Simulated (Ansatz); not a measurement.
**LaBi: a single-point run**

The task is a single-point run on LaBi. The structure is shown as the input types it. The cell is built on a prototype (NiAs type) and needn't be the phase found in nature.

Method: density functional or hybrid calculation with the settings of its input, plane waves (as first typed), in Ansatz 0.2.0.

3 further runs of the same task are left out: 2 for a known fault of the program, 1 that didn't finish.

## Step 1: The system as given

The structure is hexagonal, space group P6_3/mmc (No. 194). The conventional cell has a = 4.655 Å, b = 4.655 Å, c = 8.140 Å, α = 90.00°, β = 90.00°, γ = 120.00°. La (site symmetry -3m) is surrounded by 6 Bi at 3.37 Å. Bi (site symmetry -6m2) is surrounded by 6 La at 3.37 Å.

Coordinates:

```cif
data_structure
_symmetry_space_group_name_H-M 'P6_3/mmc'
_symmetry_Int_Tables_number 194
_cell_length_a 4.6545
_cell_length_b 4.6545
_cell_length_c 8.1405
_cell_angle_alpha 90.000
_cell_angle_beta 90.000
_cell_angle_gamma 120.000
_cell_volume 152.73
loop_
_atom_site_label
_atom_site_type_symbol
_atom_site_symmetry_multiplicity
_atom_site_Wyckoff_symbol
_atom_site_fract_x
_atom_site_fract_y
_atom_site_fract_z
_atom_site_occupancy
La1 La 2 a 0.00000 0.00000 0.00000 1
Bi1 Bi 2 c 0.33333 0.66667 0.25000 1
```

## Step 2: The run

File input.yaml:

```yaml
crystal:
  lattice:
    - [4.6545493818, 0.0, 0.0]
    - [-2.3272746909, 4.0309580078, 0.0]
    - [0.0, 0.0, 8.1404882729]
  atoms:
    - { symbol: La, position: [0.0, 0.0, 0.0] }
    - { symbol: La, position: [0.0, 0.0, 0.5] }
    - { symbol: Bi, position: [0.3333333333, 0.6666666667, 0.25] }
    - { symbol: Bi, position: [0.6666666667, 0.3333333333, 0.75] }
kpoints:
  mp_grid: { grid: [6, 6, 2] }
hamiltonian:
  xc: pbesol
scf:
  occupations: { method: fermi_dirac, width: 0.02 }
  n_extra_bands: 5
  max_iter: 80
output:
  forces: true
  stress: true
  eigenvalues: true
basis:
  ecutwfc: 120
```

Started as:

```sh
$ ansatz run input.yaml --threads 4 --pin off --max-ram 3686MiB --backend cpu --events-out ev --progress --plain --runs-dir out
```

**Question.** How will this run end, and is anything wrong with its input?

This run ends as converged, with warnings (cutoff below recommended). Its log warns: «basis.ecutwfc = 120 eV is below the records' recommended 420 eV ...»

In the input, basis.ecutwfc is 120. The basis cutoff is far too low: the plane waves can't represent the orbitals near the cores. The potentials' recommended cutoff is 420 eV.

Run again and compare: delete basis.ecutwfc (the default then holds).
